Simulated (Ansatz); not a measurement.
# BH6NO2Si: up Jacob's ladder to CCSD(T)

One table from this session's results is given with a row withheld; the runs are named, their logs left out.

Method: functionals in def2-TZVPP, the program's frozen cores in correlated methods; program: Ansatz 0.2.0, Gaussian basis.

Plan: LDA (SPW92), PBE-D4, revPBE-D4, BLYP-D4, r2SCAN-D4, B97M-V, PBE0-D4, B3LYP-D4, r2SCANh-D4, r2SCAN0-D4, HSE06-D4, BHLYP-D4, CAM-B3LYP-D4, LC-ωPBE, ωB97X-V, ωB97M-V, B2PLYP, PBE-QIDH; CCSD(T)/def2-SVP; CCSD(T)/def2-TZVPP; MP2/def2-QZVPP; extrapolation to the limit; RPA on PBE.

### Structure used throughout

All runs share one geometry, relaxed beforehand with PBE0-D4 in a triple-zeta def2 set.

SMILES `OBN[SiH2]O`, 11 atoms, charge 0, spin multiplicity 1.

Atoms are counted from 1 here; the program's logs count them from 0.

Bond lengths: O1–B2 1.360 Å, O1–H6 0.962 Å, B2–N3 1.427 Å, B2–H7 1.198 Å, N3–Si4 1.716 Å, N3–H8 1.010 Å, Si4–O5 1.643 Å, Si4–H9 1.490 Å, Si4–H10 1.487 Å, O5–H11 0.958 Å. Angles: B2–O1–H6 114.2°, O1–B2–N3 123.9°, O1–B2–H7 116.7°, N3–B2–H7 119.4°, B2–N3–Si4 129.9°, B2–N3–H8 113.9°, Si4–N3–H8 116.1°, N3–Si4–O5 109.4°, N3–Si4–H9 106.7°, N3–Si4–H10 111.4°, O5–Si4–H9 111.1°, O5–Si4–H10 108.9°, H9–Si4–H10 109.4°, Si4–O5–H11 117.8°.

As a file:

```xyz
11
BH6NO2Si
O    -0.8800    1.8966    0.9817
B    -0.3890    0.7567    1.5388
N     0.0155   -0.3861    0.7864
Si    0.0546   -0.6279   -0.9124
O     1.6157   -0.6429   -1.4250
H    -0.9415    1.8726    0.0222
H    -0.3042    0.7342    2.7330
H     0.3684   -1.1447    1.3521
H    -0.6991    0.5031   -1.5226
H    -0.5890   -1.9126   -1.2935
H     1.8138   -1.1059   -2.2400
```

The first run:

The input, in.yaml:

```yaml
crystal:
  periodic: [false, false, false]
  atoms:
    - {symbol: O, position_ang: [-0.880017, 1.896621, 0.981711]}
    - {symbol: B, position_ang: [-0.388995, 0.756725, 1.538761]}
    - {symbol: N, position_ang: [0.015492, -0.386118, 0.786367]}
    - {symbol: Si, position_ang: [0.054618, -0.627916, -0.912380]}
    - {symbol: O, position_ang: [1.615681, -0.642853, -1.425046]}
    - {symbol: H, position_ang: [-0.941521, 1.872595, 0.022188]}
    - {symbol: H, position_ang: [-0.304215, 0.734166, 2.733045]}
    - {symbol: H, position_ang: [0.368407, -1.144688, 1.352126]}
    - {symbol: H, position_ang: [-0.699054, 0.503077, -1.522608]}
    - {symbol: H, position_ang: [-0.589043, -1.912584, -1.293485]}
    - {symbol: H, position_ang: [1.813846, -1.105925, -2.239978]}
basis:
  gaussian: {orbitals: def2-TZVPP}
hamiltonian: {xc: lda}
output: {orbitals: {seedname: orbitals}}
```

Steps of the session up to this table: LDA; PBE-D4 (GGA); revPBE-D4 (GGA); BLYP-D4 (GGA); r2SCAN-D4 (meta-GGA); B97M-V (meta-GGA); PBE0-D4 (hybrid); B3LYP-D4 (hybrid); r2SCANh-D4 (hybrid); r2SCAN0-D4 (hybrid); HSE06-D4 (hybrid); BHLYP-D4 (hybrid); CAM-B3LYP-D4 (range-separated); LC-ωPBE (range-separated); ωB97X-V (range-separated); ωB97M-V (range-separated); B2PLYP (double hybrid); PBE-QIDH (double hybrid).

One table of the session follows, with a row left open; its other results are not shown here.

It belongs to the step «Frontier levels by functional». 

```
  functional  HOMO (eV)  gap (eV)
 LDA (SPW92)      -6.99      6.10
      PBE-D4      -6.82      6.16
   revPBE-D4      -6.75      6.20
     BLYP-D4      -6.68      6.09
   r2SCAN-D4      -7.12      7.00
      B97M-V          ?         ?
     PBE0-D4      -8.24      8.48
    B3LYP-D4      -7.98      7.93
  r2SCANh-D4      -7.66      7.82
  r2SCAN0-D4      -8.46      9.05
    HSE06-D4      -7.83      7.70
    BHLYP-D4      -9.56     10.57
CAM-B3LYP-D4      -9.65     10.76
     LC-ωPBE     -11.04     13.41
     ωB97X-V     -10.67     12.88
     ωB97M-V     -10.58     12.40
```

Q: Estimate the row for B97M-V from the others.

The run gave: HOMO (eV): -7.23; gap (eV): 6.85. In the column «HOMO (eV)» it lies between r2SCANh-D4 (-7.66) and r2SCAN-D4 (-7.12).
